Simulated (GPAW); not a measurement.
# As2S: band structure with r2SCAN

As2S:

```
As S
1.0
    -3.50648    3.50648    2.48592
     3.50648   -3.50648    2.48592
     3.50648    3.50648   -2.48592
As S
4 2
Cartesian
  -1.7532 3.5065 1.8644
  1.7532 3.5065 1.8644
  0.0000 1.7532 0.6215
  0.0000 5.2597 0.6215
  3.5065 0.0000 1.2430
  0.0000 0.0000 2.4859
```

The cell comes from a database or a generator and needn't be the stable form of this composition.

| Quantity | Value |
| --- | --- |
| Program | GPAW 26.7.0 |
| Task | band structure |
| Functional | r2SCAN |
| Potentials or basis | GPAW PAW data sets (gpaw-data 1.2.1) |
| Cutoff | 600 eV |
| Basis | pw |
| k mesh | 5 × 5 × 5 |
| Occupations | fermi-dirac, width 0.05 eV |
| Spin | no spin polarisation |
| Maxiter | 150 |
| Band path | GXMGZPNZ1M,XP |
| Band points | 60 |

```yaml
Pressure: -1.3 GPa
Band_gap_along_the_path: none (metal or under the smearing width)
```

Stress tensor (GPa, compression positive):
```
-1.54  0.00  0.00
 0.00 -1.54  0.00
 0.00  0.00 -0.72
```

Levels at the corners of the path, in eV from the Fermi level:
| point | band 13 | band 14 | band 15 | band 16 | band 17 | band 18 | band 19 | band 20 |
| --- | --- | --- | --- | --- | --- | --- | --- | --- |
| Γ | -3.66 | -2.89 | -2.89 | -1.45 | 2.98 | 2.98 | 3.06 | 3.53 |
| X | -1.83 | -1.83 | -1.24 | -1.24 | -0.01 | -0.01 | 1.96 | 1.96 |
| M | -0.87 | -0.87 | -0.71 | -0.71 | 0.15 | 0.15 | 0.40 | 0.40 |
| Γ | -3.66 | -2.89 | -2.89 | -1.45 | 2.98 | 2.98 | 3.06 | 3.53 |
| Z | -1.83 | -1.21 | -1.21 | -0.92 | 0.75 | 1.01 | 1.09 | 1.09 |
| P | -1.52 | -1.52 | -1.39 | -1.39 | 2.21 | 2.21 | 2.82 | 2.82 |
| N | -2.16 | -2.14 | -0.79 | 0.09 | 0.14 | 1.04 | 1.51 | 3.09 |
| Z1 | -1.83 | -1.21 | -1.21 | -0.92 | 0.75 | 1.01 | 1.09 | 1.09 |
| M | -0.87 | -0.87 | -0.71 | -0.71 | 0.15 | 0.15 | 0.40 | 0.40 |
| X | -1.83 | -1.83 | -1.24 | -1.24 | -0.01 | -0.01 | 1.96 | 1.96 |
| P | -1.52 | -1.52 | -1.39 | -1.39 | 2.21 | 2.21 | 2.82 | 2.82 |

Run time: 5.1 min on 1 thread of Arm Neoverse V2, on a shared host, peak memory 0.6 GiB.

Caveat: the PAW data sets were made with another functional, which shifts forces and pressure a little.
